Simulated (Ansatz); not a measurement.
# C2H2ClSi radical: how energies converge with the basis set

The task here is to estimate one member of a computed series from the others.

Program: Ansatz 0.2.0, Gaussian basis. Level of theory: one geometry, several basis sets. These are calculated values, not measurements.

Levels to be run: PBE0-D4/def2-SVP; ωB97M-V/def2-SVP; PBE0-D4/def2-QZVPP; ωB97M-V/def2-QZVPP; the functionals' def2-TZVPP values are taken from earlier runs.

## Structure used throughout

All runs share one geometry, relaxed beforehand with PBE0-D4 in a triple-zeta def2 set.

SMILES `[C]#C[SiH2]Cl`, 6 atoms, charge 0, spin multiplicity 2.

Atoms are counted from 1 here; the program's logs count them from 0.

Bond lengths: C1–C2 1.212 Å, C2–Si3 1.820 Å, Si3–Cl4 2.045 Å, Si3–H5 1.477 Å, Si3–H6 1.477 Å. Angles: C1–C2–Si3 178.6°, C2–Si3–Cl4 109.3°, C2–Si3–H5 109.2°, C2–Si3–H6 109.2°, Cl4–Si3–H5 108.7°, Cl4–Si3–H6 108.7°, H5–Si3–H6 111.7°.

The first run:

Contents of in.yaml:

```yaml
crystal:
  periodic: [false, false, false]
  atoms:
    - {symbol: C, position_ang: [0.868417, -2.059190, 1.138406]}
    - {symbol: C, position_ang: [0.473022, -1.050846, 0.595019]}
    - {symbol: Si, position_ang: [-0.084716, 0.485355, -0.205981]}
    - {symbol: Cl, position_ang: [-1.795471, 0.115179, -1.263949]}
    - {symbol: H, position_ang: [0.959476, 0.950807, -1.141580]}
    - {symbol: H, position_ang: [-0.378730, 1.494695, 0.831884]}
basis:
  gaussian: {orbitals: def2-SVP}
magnetization: {spin_polarized: true, initial_magnetization: 1}
hamiltonian: {xc: pbe0, dispersion: d4}
output: {orbitals: {seedname: orbitals}}
```

Steps of the session up to this table: PBE0-D4 in def2-SVP; ωB97M-V in def2-SVP; PBE0-D4 in def2-QZVPP; ωB97M-V in def2-QZVPP.

One table of the session follows, with a row left open; its other results are not shown here.

It belongs to the step «Functionals by basis». 

| functional | basis | HOMO (eV) | LUMO (eV) |
| --- | --- | --- | --- |
| PBE0-D4 | def2-SVP | -8.58 | -4.88 |
| PBE0-D4 | def2-TZVPP | -8.64 | -5.03 |
| PBE0-D4 | def2-QZVPP | -8.65 | -5.04 |
| ωB97M-V | def2-SVP | ? | ? |
| ωB97M-V | def2-TZVPP | -10.86 | -3.21 |
| ωB97M-V | def2-QZVPP | -10.88 | -3.25 |

Q: Estimate the row for ωB97M-V, def2-SVP from the others.

**Answer.** HOMO (eV): -10.76; LUMO (eV): -2.95. In the column «HOMO (eV)» it lies between ωB97M-V, def2-TZVPP (-10.86) and PBE0-D4, def2-QZVPP (-8.65).
